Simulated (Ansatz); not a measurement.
# InH₂S₂ radical: basis-set convergence

The task here is to estimate one member of a computed series from the others.

The runs use Ansatz 0.2.0, Gaussian basis; one geometry, several basis sets.

The runs, in order: PBE0-D4/def2-SVP; ωB97M-V/def2-SVP; PBE0-D4/def2-QZVPP; ωB97M-V/def2-QZVPP; the functionals' def2-TZVPP values are taken from earlier runs.

## Structure used throughout

An earlier PBE0-D4 in a triple-zeta def2 set relaxation fixed the geometry. In takes the def2 core potential; no spin-orbit term is included.

SMILES `[SH][In][SH]`, 5 atoms, charge 0, spin multiplicity 2.

Atoms are counted from 1 here; the program's logs count them from 0.

Bond lengths: S1–In2 2.433 Å, S1–H4 1.345 Å, In2–S3 2.433 Å, S3–H5 1.345 Å. Angles: In2–S1–H4 91.9°, S1–In2–S3 118.2°, In2–S3–H5 91.9°.

Geometry (Å):

```xyz
5

S    -1.5867   -1.3583   -0.2358
In    0.0769   -0.5660    1.3533
S     1.6277    1.1630    0.6277
H    -1.1381   -0.5241   -1.1910
H     1.0702    1.2117   -0.5956
```

Set-up of the first run:

Input file in.yaml:

```yaml
crystal:
  periodic: [false, false, false]
  atoms:
    - {symbol: S, position_ang: [-1.586722, -1.358284, -0.235802]}
    - {symbol: In, position_ang: [0.076904, -0.566000, 1.353333]}
    - {symbol: S, position_ang: [1.627706, 1.162997, 0.627725]}
    - {symbol: H, position_ang: [-1.138120, -0.524140, -1.191044]}
    - {symbol: H, position_ang: [1.070232, 1.211725, -0.595613]}
basis:
  gaussian: {orbitals: def2-SVP}
magnetization: {spin_polarized: true, initial_magnetization: 1}
hamiltonian: {xc: pbe0, dispersion: d4}
output: {orbitals: {seedname: orbitals}}
```

The run is started by

```bash
$ ansatz run in.yaml --threads 2 --pin off --events-out ev --progress --plain --max-ram 32768MiB --backend cpu
```

Among the steps run: PBE0-D4 in def2-SVP; ωB97M-V in def2-SVP; PBE0-D4 in def2-QZVPP; ωB97M-V in def2-QZVPP.

One of the session's tables, all rows but one given; the rest of the session is left out.

| functional | basis | HOMO (eV) | LUMO (eV) |
| --- | --- | --- | --- |
| PBE0-D4 | def2-SVP | -6.24 | -3.59 |
| PBE0-D4 | def2-TZVPP | -6.32 | -3.69 |
| PBE0-D4 | def2-QZVPP | -6.34 | -3.72 |
| ωB97M-V | def2-SVP | -8.15 | -1.92 |
| ωB97M-V | def2-TZVPP | -8.27 | -2.07 |
| ωB97M-V | def2-QZVPP | ? | ? |

**Question.** Estimate the row for ωB97M-V, def2-QZVPP.

**Answer.** HOMO (eV): -8.29; LUMO (eV): -2.13. In the column «HOMO (eV)» it is the lowest.
